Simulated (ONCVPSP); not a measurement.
# Gallium: generating and testing an ONCV potential

Do these settings give a usable potential? It is generated, then checked for transferability, scattering, ghosts and hardness.

Method: ONCVPSP 4.0.1.1 (patched build), PBE, scalar-relativistic.

## 1. The atom and the settings

The settings as typed:

| Property | Result |
| --- | --- |
| element | gallium (Ga, Z = 31) |
| type | optimised norm-conserving Vanderbilt (ONCV) |
| frozen core | [Ne] |
| valence charge | 21 |
| reference configuration | 3s2 3p6 3d10 4s2 4p1 |
| partial waves | 3s+4s: rc 1.05 bohr, ncon 5, nbas 9, qcut 9.4 1/bohr, 2 projectors; 3p+4p: rc 1.40 bohr, ncon 4, nbas 9, qcut 7.9 1/bohr, 2 projectors; 3d: rc 1.15 bohr, ncon 5, nbas 10, qcut 12.1 1/bohr, 1 projector |
| local potential | polynomial inside 0.70 bohr (lpopt 5, dvloc0 3 Ha) |
| core correction | Teter function fitted to the true core (icmod 2), fcfact 0.15 |

## 2. Generating the potential

File Ga.dat:

```
# ATOM AND REFERENCE CONFIGURATION
# atsym  z   nc   nv     iexc    psfile
  Ga 31.00    3    5        4      upf
#
#   n    l    f
    1    0    2.00
    2    0    2.00
    2    1    6.00
    3    0    2.00
    3    1    6.00
    3    2   10.00
    4    0    2.00
    4    1    1.00
#
# PSEUDOPOTENTIAL AND OPTIMIZATION
# lmax
    2
#
#   l,   rc,      ep,       ncon, nbas, qcut
    0    1.05    0.00    5    9    9.40
    1    1.40    0.00    4    9    7.90
    2    1.15    0.00    5   10   12.10
#
# LOCAL POTENTIAL
# lloc, lpopt,  rc(5),   dvloc0
    4    5    0.70    3.00
#
# VANDERBILT-KLEINMAN-BYLANDER PROJECTORs
# l, nproj, debl
    0    2    2.40
    1    2    1.30
    2    1    0.40
#
# MODEL CORE CHARGE
# icmod, fcfact, rcfact
    2    0.15    0.75
#
# LOG DERIVATIVE ANALYSIS
# epsh1, epsh2, depsh
   -7.00    5.00    0.04
#
# OUTPUT GRID
# rlmax, drl
    6.00    0.01
#
# TEST CONFIGURATIONS
# ncnf
    4
# nvcnf
#   n    l    f
    5
    3    0    2.00
    3    1    6.00
    3    2   10.00
    4    0    2.00
    4    1    0.00
#
    5
    3    0    2.00
    3    1    6.00
    3    2   10.00
    4    0    1.00
    4    1    0.00
#
    5
    3    0    2.00
    3    1    6.00
    3    2   10.00
    4    0    0.00
    4    1    0.00
#
    5
    3    0    2.00
    3    1    6.00
    3    2   10.00
    4    0    2.00
    4    1    0.50
#
```

Started as:

```bash
oncvpsp.x < Ga.dat > Ga.out
```

Q: Predict the outcome of this session. Wanted: cutoffs for 1 and 0.1 mHa per electron, occupied waves; bound ghosts; GHOST(+) flags; largest test error; largest phase difference near zero energy, channels read; rms error of d²Exc/dn², without and with the model core.

As calculated:

| quantity | value |
| --- | --- |
| cutoffs for 1 and 0.1 mHa per electron, occupied waves | 71 Ha and 241 Ha |
| bound ghosts | none found |
| GHOST(+) flags | p at 1118 eV |
| largest test error (AE − PS) | -2.0 meV, for 3s2 3p6 3d10 4s1 4p0 (1 test unsolved) |
| largest phase difference near zero energy, channels read | 0.008 rad |
| rms error of d²Exc/dn², without and with the model core | 2.70 and 1.73 mHa |

**Reading.** By total energies transferability is very good where solved: the largest error is 2.0 meV on 26.8 eV, for 3s2 3p6 3d10 4s1 4p0. Of the tests 1 gave no usable energy difference, which is a warning in itself. By its cutoff, 71 Ha for the looser tolerance, it is very hard. The tighter tolerance needs 241 Ha, and converged work needs a cutoff nearer that. At the looser tolerance the 3d wave is the slowest; 3s needs 47 Ha. It is free of bound ghosts as far as tested. Near zero energy the phases of the channels with partial waves agree within 0.008 rad. The program also flags highly localised states, GHOST(+) (p).
